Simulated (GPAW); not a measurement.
A run of GPAW 26.7.0 is set up as follows.

Contents of run.py:

```python
from ase import Atoms
from ase.eos import EquationOfState
from ase.io import Trajectory
from ase.units import GPa
from gpaw import GPAW, PW

atoms = Atoms(['Fe', 'Fe', 'Fe', 'Al', 'B'],
              cell=[[3.822322, 0.0, 0.0],
                    [0.0, 3.822322, 0.0],
                    [0.0, 0.0, 3.822322]],
              scaled_positions=[[0.0, 0.0, 0.5],
                                [0.0, 0.5, 0.0],
                                [0.5, 0.0, 0.0],
                                [0.5, 0.5, 0.5],
                                [0.0, 0.0, 0.0]],
              pbc=True)
atoms.set_initial_magnetic_moments([3.0, 3.0, 3.0, 0.0, 0.0])

traj = Trajectory('eos.traj', 'w')
volumes, energies = [], []
for x in [0.94, 0.96, 0.98, 1.0, 1.02, 1.04, 1.06]:
    a = atoms.copy()
    a.set_cell(atoms.cell * x**(1 / 3), scale_atoms=True)
    calc = GPAW(mode=PW(800),
                xc='MGGA_X_R2SCAN+MGGA_C_R2SCAN',
                kpts={'size': (6, 6, 6), 'gamma': True},
                occupations={'name': 'fermi-dirac', 'width': 0.05},
                nbands=33,
                convergence={'density': 1e-05, 'energy': 1e-05},
                maxiter=150,
                txt=f'eos-{x:.2f}.txt')
    a.calc = calc
    energies.append(a.get_potential_energy(force_consistent=True))
    volumes.append(a.get_volume())
    p = -a.get_stress()[:3].mean() / GPa
    calc.write(f'eos-{x:.2f}.gpw')
    traj.write(a)
    print(f'{x:.2f} {volumes[-1]:10.4f} A^3 {energies[-1]:14.6f} eV {p:9.3f} GPa', flush=True)

v0, e0, B = EquationOfState(volumes, energies, eos='birchmurnaghan').fit()
print(f'V0 = {v0:.4f} A^3, E0 = {e0:.6f} eV, B0 = {B / GPa:.2f} GPa')
```

Potentials or basis: GPAW PAW data sets (gpaw-data 1.2.1), pw.

Run with:

```console
$ OMP_NUM_THREADS=1 python run.py
```

(1) Predict the equilibrium volume.

(2) Estimate the bulk modulus.

## Answers

(1) 11.56 Å³/atom (rough: see the caveat).

(2) 122 GPa (rough).

Caveat: the fit is doubtful: noisy points or a state that changes with volume; the points scatter about the fit; the PAW data sets were made with another functional, which shifts forces and pressure a little.
